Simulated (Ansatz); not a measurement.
SiO2, space group R32, a projected density of states

With the Ansatz DFT code, driven from Python.

At the Python prompt:
```pycon
>>> import ansatz
>>> import matplotlib.pyplot as plt
>>> import numpy as np
>>> cell = (
...     ansatz.Lattice.from_parameters(7.951144, 7.951144, 7.849628, alpha=90, beta=90, gamma=120)
...     .space_group(155)
...     .atom('Si', [0.215671, 0.0, 0.5])
...     .atom('O', [0.809488, 0.0, 0.5])
...     .atom('O', [2 / 3, 0.666852, 1 / 3])
...     .primitive()
... )
>>> calculation = (
...     cell.calculation()
...     .functional(ansatz.Functional.PBESOL)
...     .basis(31 * ansatz.Ry)
...     .kpoints(2, 2, 2, shift=0.5)
...     .occupations('fixed')
...     .mixing('anderson', ndim=12, beta=0.6)
...     .scf(tolerance=1e-09, extra_bands=4)
...     .density_of_states(projected=True, energy_step=0.05)
... )
>>> done = calculation.run(threads=1, pin='off')
>>> rep = done.report
>>> rep['converged'], rep['free_energy_ev']
(True, -5239.657696707618)
>>> rep['n_iterations'], rep['closed_by']
(8, 'deck_thresholds')
>>> dos = done.density_of_states()
>>> energy = np.asarray(dos.energies_ev) - dos.fermi_ev
>>> curves = {}
>>> for site in done.projected_density_of_states().sites:
...     for shell in site.shells:
...         weight = sum(np.sum(curve.g_bin_mean_per_ev, axis=0) for curve in shell.curves)
...         name = f'{site.species} {shell.label}'
...         curves[name] = curves.get(name, 0) + weight
...
>>> window = (energy > -8) & (energy < 4)
>>> fig, ax = plt.subplots(figsize=(5.5, 3.5))
>>> for name, g in curves.items():
...     if g[window].max() > 0.05:
...         ax.plot(energy[window], g[window], label=name, lw=1)
...         print(f'{name:8s} peak {g[window].max():7.3f} states/eV at {energy[window][g[window].argmax()]:6.2f} eV')
...
[<matplotlib.lines.Line2D object at 0x...>]
Si 3S    peak   1.565 states/eV at  -7.44 eV
[<matplotlib.lines.Line2D object at 0x...>]
Si 3P    peak   6.657 states/eV at  -5.24 eV
[<matplotlib.lines.Line2D object at 0x...>]
O 2S     peak   3.657 states/eV at  -3.64 eV
[<matplotlib.lines.Line2D object at 0x...>]
O 2P     peak  38.143 states/eV at  -0.69 eV
>>> ax.set(xlabel='E - E_F (eV)', ylabel='states/eV')
[Text(0.5, 0, 'E - E_F (eV)'), Text(0, 0.5, 'states/eV')]
>>> ax.legend(fontsize=7)
<matplotlib.legend.Legend object at 0x...>
>>> fig.tight_layout()
>>> fig.savefig('pdos.png', dpi=100)
```

Caveats:
- These settings explore the input space; cutoff and mesh may be short of convergence.
- Semilocal gaps usually lie well under measured ones.
- The Fermi level of a run with fixed occupations marks the highest occupied state on its mesh, not mid-gap.
- The k-point mesh is coarse, and energy and stress weren't tested for convergence.
- Peaks are the largest values inside the energy window taken; deeper bands lie outside it.
- The crystal has a gap of about 7.12 eV on the mesh; bins of finite width blur the band edges.
- This cell is a computed structure, which may not be the phase found in nature.
- Curves are summed over the cell's atoms. Only shells that the potentials hold have channels, so projections don't add up to the total, least of all where a shell is missing (p of most metals); heights and places of peaks move with the mesh.
- The density of states is complete only as far up as bands were computed.
- The whole script took 2 s on 1 thread of Intel(R) Xeon(R) Processor @ 2.30GHz (shared host), peak memory 0.51 GiB.
